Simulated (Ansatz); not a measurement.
# SeSi: the cost of one run

The runs use Ansatz 0.2.0, Gaussian basis; def2-QZVPP, all electrons in the functionals.

Plan: PBE, BLYP, r2SCAN, B97M-V, PBE0, B3LYP, at charge 0, triplet; charge 0, singlet; charge 0, quintet; charge 1, doublet; charge 1, quartet.

10 further runs of the same task are left out: 10 set aside as unsound or not needed.

### Step 1. What is computed

The geometry is a PBE0/def2-TZVP stationary point (not a proven minimum). No spin-orbit coupling is included. The filled d shell of Se may be among the frozen orbitals whatever the setting's name suggests; the logs give the count.

2 atoms, charge 0, spin multiplicity 3.

Atoms are counted from 1 here; the program's logs count them from 0.

Bond lengths: Si1–Se2 2.312 Å.

No dispersion term is added; B97M-V holds VV10 nonlocal correlation. B3LYP takes the VWN-RPA correlation.

The geometry shown and the zero of energy belong to the point charge 0, triplet. The yardstick, RCCSD(T), and other wave-function levels (R restricted, U unrestricted, valence and pair active spaces) come from earlier runs.

### Step 2. PBE, charge 0, triplet

in.yaml

```yaml
crystal:
  periodic: [false, false, false]
  atoms:
    - {symbol: Si, position_ang: [0.000000, 0.000000, 0.000000]}
    - {symbol: Se, position_ang: [0.000000, 0.000000, 2.311900]}
basis:
  gaussian: {orbitals: "def2-QZVPP.json"}
magnetization: {spin_polarized: true, initial_magnetization: 2}
hamiltonian: {xc: {name: PBE}}
output: {orbitals: {seedname: orbitals}}
```

On the command line:

```console
ansatz run in.yaml --threads 1 --pin off --events-out ev --progress --plain --max-ram 2393MiB
```

Q: Estimate wall time and peak memory on 1 thread of Arm Neoverse V1, shared host.

About 38 s, with a peak of 0.35 GiB.
